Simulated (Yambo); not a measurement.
GaGe: optical spectrum with PBEsol

Crystal: GaGe.

```
Ge Ga
1.0
     0.00000    2.89784    2.89784
     2.89784    0.00000    2.89784
     2.89784    2.89784    0.00000
Ge Ga
1 1
Direct
  0.00000 0.00000 0.00000
  0.25000 0.25000 0.25000
```

The cell comes from a database or a generator and needn't be the stable form of this composition.

| Quantity | Value |
| --- | --- |
| Program | Yambo 5.3.0 |
| Task | optical spectrum |
| Functional | PBEsol |
| Potentials or basis | PseudoDojo 0.4.1 SR PBEsol standard |
| Cutoff | 1088 eV |
| Density cutoff | 4354 eV |
| k mesh | 14 × 14 × 14 |
| Occupations | fermi-dirac, width 0.05 eV |
| Spin | no spin polarisation |
| k mesh of the self-consistent run | 14 × 14 × 14 |
| Direction of the field or of q to 0 | z |
| Broadening | 0.1 eV |
| Kernel | none (independent particles) |
| Top of the energy range | 20 eV |
| Energy points | 300 |
| Correction of the levels | none |
| Bands in the response | 39 |

| Quantity | Value |
| --- | --- |
| Band gap on the k mesh, mean-field level | none (metal or under the smearing width) |

Dielectric function (along the field direction of the input):
| energy (eV) | real part | imaginary part |
| --- | --- | --- |
| 0.27 | 23.34 | 59.02 |
| 1.27 | 3.21 | 9.05 |
| 2.34 | 6.41 | 3.29 |
| 3.34 | 16.10 | 14.38 |
| 4.41 | -7.96 | 8.11 |
| 5.42 | -1.50 | 6.79 |
| 6.49 | -2.02 | 2.16 |
| 7.49 | -2.36 | 1.63 |
| 8.56 | -1.22 | 1.14 |
| 9.57 | -0.77 | 0.75 |
| 10.64 | -0.58 | 0.57 |
| 11.64 | -0.13 | 0.46 |
| 12.71 | 0.05 | 0.29 |
| 13.71 | 0.24 | 0.23 |
| 14.78 | 0.26 | 0.35 |
| 15.79 | 0.37 | 0.15 |
| 16.86 | 0.58 | 0.15 |
| 17.86 | 0.63 | 0.19 |
| 18.93 | 0.69 | 0.18 |
| 20.00 | 0.70 | 0.18 |

It took 3.5 min on 1 thread of AMD EPYC 7R43 64-Core Processor (Zen 3), on a shared host.

Caveat: the intraband (Drude) term of the metal is left out; the ground state has no gap, which makes the many-body step unreliable; independent-particle spectra lack excitons.
